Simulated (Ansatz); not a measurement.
# TaCu: one candidate of a structure search

Aim: relax a trial structure of TaCu and see where it ends.

Method: DFT PBE, scalar-relativistic, plane waves, PAW, in Ansatz 0.2.0.

## (1) The system as given

It takes space group F-43m (No. 216, cubic). Conventional cell: a = 5.347 Å, b = 5.347 Å, c = 5.347 Å, α = 90.00°, β = 90.00°, γ = 90.00°. Around Ta (site symmetry -43m) lie 4 Cu at 2.32 Å. Cu (site symmetry -43m) is surrounded by 4 Ta at 2.32 Å.

As a file:

```
Ta Cu
1.0
     0.00000    2.67343    2.67343
     2.67343    0.00000    2.67343
     2.67343    2.67343    0.00000
Ta Cu
1 1
Direct
  0.00000 0.00000 0.00000
  0.75000 0.75000 0.75000
```

The cell is invented: species swapped into a database cell of AlSb (F-43m, No. 216), with Ta on the Al sites and Cu on the Sb sites. Its size is a rough estimate.

## (2) The guess as it stands, on a coarse mesh

File input.yaml:

```yaml
crystal:
  lattice:
    - [0.0, 2.67343394, 2.67343394]
    - [2.67343394, 0.0, 2.67343394]
    - [2.67343394, 2.67343394, 0.0]
  atoms:
    - { symbol: Ta, position: [0.0, 0.0, 0.0] }
    - { symbol: Cu, position: [0.75, 0.75, 0.75] }
basis:
  ecutwfc: 420
kpoints:
  mp_grid: { grid: [6, 6, 6] }
hamiltonian:
  xc: pbe
scf:
  occupations: { method: gaussian, width: 0.1 }
  lower_state_search: "off"
output:
  forces: true
  stress: true
  eigenvalues: true
```

Launch:

```bash
ansatz run input.yaml --threads 1 --pin off --max-ram 2048MiB --backend cpu --events-out ev --progress --plain --runs-dir out
```

The log of the run:

```text
Warning: RAYON_NUM_THREADS=1 ignored (pool sized by the plan → 1); use --threads N
Engine: ansatz 0.2.0, aarch64-unknown-linux-gnu
Pseudopotentials: kind: paw
Pseudopotential: Ta, paw, valence charge 13, recommended cutoff 420 eV (normal), Ta.paw.azcp
Pseudopotential: Cu, paw, valence charge 19, recommended cutoff 420 eV (normal), Cu.paw.azcp
Functional definition: PBE
  parameter kappa = 0.804
  parameter beta = 0.06672455060314922
  exchange = pbe_x(kappa = kappa, mu = beta*pi^2/3)
  correlation = pbe_c(beta = beta)
Crystal: 2 atoms, lattice volume = 38.215 Å³
Basis set: ecut = 420 eV, 725 PW (Γ), exchange–correlation on 54×54×54 points (8 copies of the dense FFT grid, shifted against one another)
Bands: 20, of which v1, the nominal top of the filled ones, is band 16 counted from 1 (15 counted from 0)
Symmetry: 24 space group operations
Space group: F-43m (ITA 216), of the structure as read, at distance tolerance 3.4e-5 Å
k-points: 16 of 216 (time reversal used)
Non-local potential: Ta, projectors of the file, l = 0: 3, l = 1: 2, l = 2: 2, l = 3: 1
Non-local potential: Cu, projectors of the file, l = 0: 3, l = 1: 2, l = 2: 3, l = 3: 1
PAW form: soft (Blöchl's): semilocal exchange-correlation on the pseudo side does not see the compensation charge
PAW one-centre angular grid: Ta, 590 points (default); XC on 64 Gauss nodes
PAW one-centre angular grid: Cu, 590 points (default); XC on 64 Gauss nodes
Initial density: superposition of atomic densities (neutral atoms: chi_scale 0, normalization atom), corrected by the library's trained network
Initial wavefunctions: pseudopotential atomic-orbital guess
Functional: x = pbe(κ = 0.804, μ = 0.2195149727645171), c = pbe(β = 0.06672455060314922)
SCF iter   1: F=—  HF=-16553.742506 eV  |F-HF|=—  |Δ(HF+E_count)|=         —  Δρ=7.82e-3  dr2=3.20e-2  ethr=1.77e-3  ⟨swp⟩=5.8  Hψ=1382  notcnv=0
preconditioner: auto → none  [insulator: Δε(μ)=0.126 eV  Ē_g=6.108 eV  σ=0.100 eV  W_gap=0.58  n_scr=14 (ndim 8)  ℏωp=24.0 eV  f_vac=0.000  D(μ)=2.17/eV (n_scr^D=14)  ε∞_Penn≈16.5]
SCF iter   2: F=—  HF=-16553.734845 eV  |F-HF|=—  |Δ(HF+E_count)|=   7.66e-3  Δρ=3.03e-3  dr2=3.09e-3  ethr=1.00e-4  ⟨swp⟩=1.9  Hψ=530  notcnv=0
SCF iter   3: F=—  HF=-16553.734351 eV  |F-HF|=—  |Δ(HF+E_count)|=   4.94e-4  Δρ=5.56e-4  dr2=5.66e-5  ethr=9.66e-6  ⟨swp⟩=2.1  Hψ=430  notcnv=0
SCF iter   4: F=—  HF=-16553.734360 eV  |F-HF|=—  |Δ(HF+E_count)|=   8.90e-6  Δρ=4.18e-4  dr2=3.53e-5  ethr=1.77e-7  ⟨swp⟩=2.0  Hψ=576  notcnv=0
SCF iter   5: F=—  HF=-16553.734357 eV  |F-HF|=—  |Δ(HF+E_count)|=   3.26e-6  Δρ=2.76e-5  dr2=1.37e-7  ethr=1.10e-7  ⟨swp⟩=2.0  Hψ=400  notcnv=0
SCF iter   6: F=-16553.734357 eV  HF=-16553.734357 eV  |F-HF|=4.71e-9  |Δ(HF+E_count)|=   1.02e-7  Δρ=6.29e-6  dr2=7.33e-9  ethr=3.13e-10  ⟨swp⟩=5.6  Hψ=1339  notcnv=0
SCF 1 converged in 6 iterations: F = -16553.734357 eV  dr2 = 7.33e-9
SCF converged after 6 iterations
Free energy (F): -16553.734357 eV
Harris-Foulkes:  -16553.734357 eV  (|F-HF|=4.71e-9)
Internal energy: -16553.723969 eV  (E = F + TS)
E sigma→0 (E₀):  -16553.729163 eV
Entropy (-TS):   -0.010388 eV (-5.194 meV/atom)
Fermi energy:    13.504912 eV
--- Per-component energies (eV) ---
  E_band       = -630.896289
  E_kinetic    = 666.477776
  E_local      = -6076.271081  (includes V_loc(G=0)·N_el)
  E_nonlocal   = 393.346971
  E_hartree    = 2625.269640
  E_xc         = -308.180469
  E_vxc        = -319.826068  (∫ρ·V_xc dr)
  E_paw        = -10048.838673  (= ΣΔE_a)
  E_vpaw       = -545.156623  (= ΣTr[D̂ρ^β])
  E_aug_tail   = 0.000454  (compensation charges beyond the density's cutoff)
  E_ewald      = -3805.528587
  E_smearing   = -0.010388  (= −TS)
  E_closure    = 0.000000  (closes the sum)
  Σ components = -16553.734357   (vs F -16553.734357, Δ=0.00e0)
--- Forces (eV/Å), atoms counted from 1 ---
  atom   1  Ta    -0.00000000     0.00000000     0.00000000
  atom   2  Cu     0.00000000     0.00000000    -0.00000000
  max |Σ_I F_I| component: 9.25e-17 eV/Å
--- Stress (GPa, compression-positive) ---
       16.298759       0.000000      -0.000000
        0.000000      16.298759      -0.000000
       -0.000000      -0.000000      16.298759
  P = ⅓ Tr σ = 16.2988 GPa (162.988 kbar)
--- Band table (eV; the first three rows and the last of 16) ---
  k-point 0: bands = ["-100.8095", "-58.1567", "-58.1567", "-58.1567", "-54.6115", "-21.1315", "-21.1315", "-21.1315", "6.0125", "8.7234", "8.7234", "8.9557", "8.9557", "8.9557", "12.8989", "12.8989", "12.8989", "15.6698", "15.6698", "23.0023"]
  k-point 1: bands = ["-100.8095", "-58.1580", "-58.1568", "-58.1568", "-54.6092", "-21.1521", "-21.1339", "-21.1339", "6.5377", "8.6526", "8.6526", "8.9302", "9.0419", "9.0419", "12.4755", "13.0964", "13.0964", "15.5383", "15.5383", "22.2655"]
  k-point 2: bands = ["-100.8096", "-58.1607", "-58.1569", "-58.1569", "-54.6045", "-21.1927", "-21.1387", "-21.1387", "7.8040", "8.6789", "8.6789", "8.9247", "9.0291", "9.0291", "11.8174", "13.3610", "13.3610", "15.6823", "15.6823", "18.6597"]
  k-point 15: bands = ["-100.8097", "-58.1631", "-58.1574", "-58.1572", "-54.5991", "-21.2004", "-21.1703", "-21.1568", "8.3712", "8.3747", "8.8595", "9.0197", "9.1984", "10.6179", "11.2960", "13.6511", "13.9841", "16.2479", "16.3102", "16.5056"]
```

Wall time 1.6 s (1 thread of Arm Neoverse V2, shared host); peak memory 0.29 GiB.

The probe gives pressure 16.3 GPa, largest force 0.00 eV/Å, gap on this mesh none (metal). A cheap, loose relaxation comes first.

## (3) A loose first relaxation

input.yaml, as its differences from that of step 2:

```diff
@@ -21 +21,6 @@
   eigenvalues: true
+relax:
+  adjacent_minimum: "off"
+  f_tol: 0.04
+  max_steps: 70
+  cell: { stress_tol: 0.4 }
```

Launch:

```bash
ansatz run input.yaml --threads 1 --pin off --max-ram 2048MiB --backend cpu --events-out ev --progress --plain --runs-dir out
```

The log of the run:

```text
Warning: RAYON_NUM_THREADS=1 ignored (pool sized by the plan → 1); use --threads N
[... 9 set-up lines as earlier in the session ...]
Crystal: 2 atoms, lattice volume = 38.215 Å³
Basis set: ecut = 420 eV, 725 PW (Γ), exchange–correlation on 54×54×54 points (8 copies of the dense FFT grid, shifted against one another)
Bands: 20, of which v1, the nominal top of the filled ones, is band 16 counted from 1 (15 counted from 0)
[... 2 set-up lines as earlier in the session ...]
k-points: 16 of 216 (time reversal used)
[... 8 set-up lines as earlier in the session ...]
SCF iter   1: F=—  HF=-16553.742506 eV  |F-HF|=—  |Δ(HF+E_count)|=         —  Δρ=7.82e-3  dr2=3.20e-2  ethr=1.77e-3  ⟨swp⟩=5.8  Hψ=1382  notcnv=0
preconditioner: auto → none  [insulator: Δε(μ)=0.126 eV  Ē_g=6.108 eV  σ=0.100 eV  W_gap=0.58  n_scr=14 (ndim 8)  ℏωp=24.0 eV  f_vac=0.000  D(μ)=2.17/eV (n_scr^D=14)  ε∞_Penn≈16.5]
SCF iter   2: F=—  HF=-16553.734845 eV  |F-HF|=—  |Δ(HF+E_count)|=   7.66e-3  Δρ=3.03e-3  dr2=3.09e-3  ethr=1.00e-4  ⟨swp⟩=1.9  Hψ=530  notcnv=0
SCF iter   3: F=—  HF=-16553.734351 eV  |F-HF|=—  |Δ(HF+E_count)|=   4.94e-4  Δρ=5.56e-4  dr2=5.66e-5  ethr=9.66e-6  ⟨swp⟩=2.1  Hψ=430  notcnv=0
SCF iter   4: F=—  HF=-16553.734360 eV  |F-HF|=—  |Δ(HF+E_count)|=   8.90e-6  Δρ=4.18e-4  dr2=3.53e-5  ethr=1.77e-7  ⟨swp⟩=2.0  Hψ=576  notcnv=0
SCF iter   5: F=—  HF=-16553.734357 eV  |F-HF|=—  |Δ(HF+E_count)|=   3.26e-6  Δρ=2.76e-5  dr2=1.37e-7  ethr=1.10e-7  ⟨swp⟩=2.0  Hψ=400  notcnv=0
SCF iter   6: F=-16553.734357 eV  HF=-16553.734357 eV  |F-HF|=4.71e-9  |Δ(HF+E_count)|=   1.02e-7  Δρ=6.29e-6  dr2=7.33e-9  ethr=3.13e-10  ⟨swp⟩=5.6  Hψ=1339  notcnv=0
SCF 1 converged in 6 iterations: F = -16553.734357 eV  dr2 = 7.33e-9
relax step   1: F+E_penalty+E_count = -16553.73435699 eV  Δ(F+E_penalty+E_count) = +0.000e0 eV  max|allowed force component| = 1.527e-16 eV/Å  Δτ_max = 0.0000 Å  P = +16.299 GPa  Ω = 38.215 Å³  (6 SCF iters, dr2 threshold 1.00e-7 eV, accepted)
Crystal: 2 atoms, lattice volume = 42.798 Å³
Basis set: ecut = 420 eV, 869 PW (Γ), exchange–correlation on 54×54×54 points (8 copies of the dense FFT grid, shifted against one another)
Initial density: handed on by an earlier stage of this run
Initial wavefunctions: those handed on with the density
iter 1 solved again at ethr=2.41e-3 eV; its pass at ethr=3.10e-3 eV (dr2=7.73e-1 eV) is discarded
SCF iter   1: F=—  HF=-16554.085881 eV  |F-HF|=—  |Δ(HF+E_count)|=         —  Δρ=4.58e-2  dr2=7.79e-1  ethr=2.41e-3  ⟨swp⟩=1.0  Hψ=1776  notcnv=0
preconditioner: auto → none  [insulator: Δε(μ)=0.159 eV  Ē_g=5.970 eV  σ=0.100 eV  W_gap=0.72  n_scr=14 (ndim 8)  ℏωp=22.7 eV  f_vac=0.000  D(μ)=2.61/eV (n_scr^D=26)  ε∞_Penn≈15.5]
SCF iter   2: F=—  HF=-16553.974005 eV  |F-HF|=—  |Δ(HF+E_count)|=   1.12e-1  Δρ=1.12e-2  dr2=2.01e-2  ethr=2.41e-3  ⟨swp⟩=2.1  Hψ=531  notcnv=0
SCF iter   3: F=—  HF=-16553.962819 eV  |F-HF|=—  |Δ(HF+E_count)|=   1.12e-2  Δρ=4.24e-3  dr2=7.88e-3  ethr=6.29e-5  ⟨swp⟩=2.1  Hψ=752  notcnv=0  defer=2
SCF iter   4: F=—  HF=-16553.962008 eV  |F-HF|=—  |Δ(HF+E_count)|=   8.11e-4  Δρ=8.95e-4  dr2=2.84e-4  ethr=2.46e-5  ⟨swp⟩=2.0  Hψ=398  notcnv=0  defer=2
SCF iter   5: F=—  HF=-16553.962176 eV  |F-HF|=—  |Δ(HF+E_count)|=   1.68e-4  Δρ=3.28e-4  dr2=3.98e-5  ethr=8.86e-7  ⟨swp⟩=2.0  Hψ=448  notcnv=0  defer=2
SCF iter   6: F=—  HF=-16553.962191 eV  |F-HF|=—  |Δ(HF+E_count)|=   1.44e-5  Δρ=9.64e-5  dr2=3.76e-6  ethr=1.24e-7  ⟨swp⟩=2.1  Hψ=466  notcnv=0  defer=2
SCF iter   7: F=-16553.962190 eV  HF=-16553.962190 eV  |F-HF|=7.17e-8  |Δ(HF+E_count)|=   4.40e-7  Δρ=1.63e-5  dr2=8.47e-8  ethr=6.25e-10  ⟨swp⟩=4.6  Hψ=1435  notcnv=0
SCF 2 converged in 7 iterations: F = -16553.962190 eV  dr2 = 8.47e-8
relax step   2: F+E_penalty+E_count = -16553.96219009 eV  Δ(F+E_penalty+E_count) = -2.278e-1 eV  max|allowed force component| = 1.295e-16 eV/Å  Δτ_max = 0.0000 Å  P = +1.170 GPa  Ω = 42.798 Å³  energy of the carried Pulay correction = -1.522e-3 eV  (7 SCF iters, dr2 threshold 2.00e-7 eV, accepted)
Crystal: 2 atoms, lattice volume = 43.198 Å³
iter 1 solved again at ethr=1.92e-5 eV; its pass at ethr=3.10e-3 eV (dr2=6.13e-3 eV) is discarded
SCF iter   1: F=—  HF=-16553.964593 eV  |F-HF|=—  |Δ(HF+E_count)|=         —  Δρ=3.94e-3  dr2=5.70e-3  ethr=1.92e-5  ⟨swp⟩=2.0  Hψ=1479  notcnv=0
preconditioner: auto → none  [insulator: Δε(μ)=0.128 eV  Ē_g=5.501 eV  σ=0.100 eV  W_gap=0.61  n_scr=14 (ndim 8)  ℏωp=22.6 eV  f_vac=0.000  D(μ)=2.86/eV (n_scr^D=26)  ε∞_Penn≈17.9]
SCF iter   2: F=—  HF=-16553.963835 eV  |F-HF|=—  |Δ(HF+E_count)|=   7.58e-4  Δρ=4.36e-4  dr2=7.76e-5  ethr=1.78e-5  ⟨swp⟩=2.0  Hψ=364  notcnv=0
SCF iter   3: F=—  HF=-16553.963784 eV  |F-HF|=—  |Δ(HF+E_count)|=   5.08e-5  Δρ=3.43e-4  dr2=4.51e-5  ethr=2.42e-7  ⟨swp⟩=2.0  Hψ=580  notcnv=0
SCF iter   4: F=—  HF=-16553.963780 eV  |F-HF|=—  |Δ(HF+E_count)|=   4.07e-6  Δρ=5.52e-5  dr2=2.76e-7  ethr=1.41e-7  ⟨swp⟩=2.0  Hψ=362  notcnv=0
iter 5 did not close the SCF: its close was put off for the readings that it lacked (scf_convergence_deferred on its scf_iter line)
SCF iter   5: F=-16553.963781 eV  HF=-16553.963781 eV  |F-HF|=2.76e-8  |Δ(HF+E_count)|=   1.11e-6  Δρ=8.57e-6  dr2=3.60e-8  ethr=8.62e-10  ⟨swp⟩=2.0  Hψ=580  notcnv=0
SCF iter   6: F=-16553.963781 eV  HF=-16553.963781 eV  |F-HF|=7.13e-10  |Δ(HF+E_count)|=  3.13e-10  Δρ=1.12e-6  dr2=3.26e-10  ethr=1.13e-10  ⟨swp⟩=2.1  Hψ=1156  notcnv=0
SCF 3 converged in 6 iterations: F = -16553.963781 eV  dr2 = 3.26e-10
relax step   3: F+E_penalty+E_count = -16553.96378124 eV  Δ(F+E_penalty+E_count) = -1.591e-3 eV  max|allowed force component| = 1.688e-16 eV/Å  Δτ_max = 0.0000 Å  P = +0.210 GPa  Ω = 43.198 Å³  energy of the carried Pulay correction = -1.647e-3 eV  (6 SCF iters, dr2 threshold 2.00e-7 eV, accepted)
Initial wavefunctions: pseudopotential atomic-orbital guess (no wavefunctions were taken with the density)
iter 1 solved again at ethr=1.58e-7 eV; its pass at ethr=3.10e-3 eV (dr2=5.06e-5 eV) is discarded
SCF iter   1: F=—  HF=-16553.960492 eV  |F-HF|=—  |Δ(HF+E_count)|=         —  Δρ=1.36e-3  dr2=2.35e-5  ethr=1.58e-7  ⟨swp⟩=3.0  Hψ=2232  notcnv=0
preconditioner: auto → none  [insulator: Δε(μ)=0.125 eV  Ē_g=5.467 eV  σ=0.100 eV  W_gap=0.60  n_scr=14 (ndim 8)  ℏωp=22.6 eV  f_vac=0.000  D(μ)=2.88/eV (n_scr^D=26)  ε∞_Penn≈18.1]
SCF iter   2: F=—  HF=-16553.964948 eV  |F-HF|=—  |Δ(HF+E_count)|=   4.46e-3  Δρ=7.09e-4  dr2=1.31e-5  ethr=7.34e-8  ⟨swp⟩=2.0  Hψ=452  notcnv=0
SCF iter   3: F=—  HF=-16553.966253 eV  |F-HF|=—  |Δ(HF+E_count)|=   1.30e-3  Δρ=1.83e-4  dr2=1.44e-6  ethr=4.10e-8  ⟨swp⟩=2.0  Hψ=440  notcnv=0
SCF iter   4: F=—  HF=-16553.966334 eV  |F-HF|=—  |Δ(HF+E_count)|=   8.17e-5  Δρ=1.87e-5  dr2=2.15e-8  ethr=4.51e-9  ⟨swp⟩=2.5  Hψ=586  notcnv=0
SCF iter   5: F=—  HF=-16553.966335 eV  |F-HF|=—  |Δ(HF+E_count)|=   7.27e-7  Δρ=6.65e-6  dr2=2.07e-9  ethr=6.73e-11  ⟨swp⟩=2.0  Hψ=487  notcnv=0
SCF iter   6: F=-16553.966335 eV  HF=-16553.966335 eV  |F-HF|=5.32e-9  |Δ(HF+E_count)|=   1.14e-7  Δρ=1.52e-6  dr2=1.56e-10  ethr=4.00e-12  ⟨swp⟩=4.0  Hψ=1073  notcnv=0
SCF 4 converged in 6 iterations: F = -16553.966335 eV  dr2 = 1.56e-10
relax step   4: F+E_penalty+E_count = -16553.96633516 eV  Δ(F+E_penalty+E_count) = -2.554e-3 eV  max|allowed force component| = 1.735e-16 eV/Å  Δτ_max = 0.0000 Å  P = +0.297 GPa  Ω = 43.198 Å³  stress off target by 2.97e-1 GPa  SCF on the basis re-selected at this cell (its energy is not comparable with the rows above)  (6 SCF iters)
basis re-selected at this cell: Δ(F+E_penalty+E_count) = -2.554e-3 eV, ΔP = +0.087 GPa vs the last step (what re-selecting the basis moved, of the pressure what is left beyond the Pulay correction that the steps carried, after the strain that the cell walked since its last selection, with what the two solves' SCF thresholds leave and, on support functions, any second-order correction that the steps lacked; it is no measure of the basis error at this ecutwfc). This SCF's stress stands 2.97e-1 GPa from its target on what of the cell is left free (relax.cell.stress_tol is 4.00e-1 GPa) and its largest allowed force component is 1.73e-16 eV/Å (relax.f_tol is 4.00e-2 eV/Å): within both
SCF converged after 6 iterations
Free energy (F): -16553.966335 eV
Harris-Foulkes:  -16553.966335 eV  (|F-HF|=5.32e-9)
Internal energy: -16553.951924 eV  (E = F + TS)
E sigma→0 (E₀):  -16553.959130 eV
Entropy (-TS):   -0.014411 eV (-7.205 meV/atom)
Fermi energy:    11.514649 eV
--- Per-component energies (eV) ---
  E_band       = -687.735819
  E_kinetic    = 661.382056
  E_local      = -6320.155930  (includes V_loc(G=0)·N_el)
  E_nonlocal   = 392.179597
  E_hartree    = 2720.296209
  E_xc         = -305.984295
  E_vxc        = -316.869998  (∫ρ·V_xc dr)
  E_paw        = -10048.480606  (= ΣΔE_a)
  E_vpaw       = -544.863490  (= ΣTr[D̂ρ^β])
  E_aug_tail   = 0.000459  (compensation charges beyond the density's cutoff)
  E_ewald      = -3653.189414
  E_smearing   = -0.014411  (= −TS)
  E_closure    = 0.000000  (closes the sum)
  Σ components = -16553.966335   (vs F -16553.966335, Δ=0.00e0)
--- Forces (eV/Å), atoms counted from 1 ---
  atom   1  Ta    -0.00000000     0.00000000     0.00000000
  atom   2  Cu     0.00000000     0.00000000    -0.00000000
  max |Σ_I F_I| component: 1.90e-16 eV/Å
--- Stress (GPa, compression-positive) ---
        0.297196       0.000000       0.000000
       -0.000000       0.297196      -0.000000
        0.000000      -0.000000       0.297196
  P = ⅓ Tr σ = 0.2972 GPa (2.972 kbar)
--- Band table (eV; the first three rows and the last of 16) ---
  k-point 0: bands = ["-102.4174", "-59.7585", "-59.7585", "-59.7585", "-56.8847", "-23.3461", "-23.3461", "-23.3461", "4.5569", "7.2445", "7.2445", "7.3756", "7.3756", "7.3756", "10.9927", "10.9927", "10.9927", "13.3456", "13.3456", "20.3357"]
  k-point 1: bands = ["-102.4174", "-59.7592", "-59.7586", "-59.7586", "-56.8835", "-23.3582", "-23.3476", "-23.3476", "5.0232", "7.1764", "7.1764", "7.3585", "7.4596", "7.4596", "10.6214", "11.1629", "11.1629", "13.2437", "13.2437", "19.4032"]
  k-point 2: bands = ["-102.4174", "-59.7606", "-59.7586", "-59.7586", "-56.8811", "-23.3824", "-23.3507", "-23.3507", "6.1721", "7.1954", "7.1954", "7.3607", "7.4609", "7.4609", "10.0103", "11.3890", "11.3890", "13.3670", "13.3670", "15.9070"]
  k-point 15: bands = ["-102.4174", "-59.7620", "-59.7588", "-59.7588", "-56.8784", "-23.3871", "-23.3697", "-23.3620", "6.9564", "6.9604", "7.2804", "7.4646", "7.6154", "8.6705", "9.5336", "11.5906", "11.9786", "13.7945", "13.9068", "13.9943"]
--- Relaxed structure (3 steps of the walk, 3 accepted, 1 SCFs on fresh bases) ---
  F+E_penalty+E_count = -16553.96633516 eV   max|allowed force component| = 1.735e-16 eV/Å   (the final SCF, on the basis selected at the relaxed cell)
  cell:  # Å, volume = 43.1983 Å³
    - [1.292950653347256e-32, 2.784916995063167, 2.784916995063167]
    - [2.784916995063167, -4.050820766151993e-33, 2.784916995063167]
    - [2.784916995063167, 2.784916995063167, -4.4329736686191615e-33]
  atoms:
    - { symbol: Ta, position: [1.680922976875034e-34, 3.6019778075893553e-35, -3.962175588348294e-34] }
    - { symbol: Cu, position: [0.7500000000000001, 0.7500000000000001, 0.7500000000000001] }
```

Run time: 5.5 s. Hardware: 1 thread of Arm Neoverse V2, shared host; peak memory 0.31 GiB.

The steps of the relaxation:

```csv
step,energy from step 1 (eV/cell),largest force component (eV/Å),pressure (GPa),volume (Å³)
1,0.0000,0.0000,16.30,38.22
2,-0.2278,0.0000,1.17,42.80
3,-0.2294,0.0000,0.21,43.20
4,-0.2320,0.0000,0.30,43.20
```

Step 1 is the start. Step 4 repeats the geometry before it on a plane-wave basis chosen anew for that cell, so its energy need not be comparable with the rows above.

Lengths and angles in the start's conventional setting:

|  | before | after | change |
| --- | --- | --- | --- |
| a (Å) | 5.347 | 5.570 | +4.2 % |
| b (Å) | 5.347 | 5.570 | +4.2 % |
| c (Å) | 5.347 | 5.570 | +4.2 % |
| volume (Å³/atom) | 19.11 | 21.60 | +13.0 % |
| shortest distance (Å) | 2.315 | 2.412 | +4.2 % |
| space group (0.01 Å) | F-43m | F-43m | same |

The run keeps the 24 symmetry operations of the start, so it could not have lowered the symmetry.

(Part 1 of 2 ends here.)
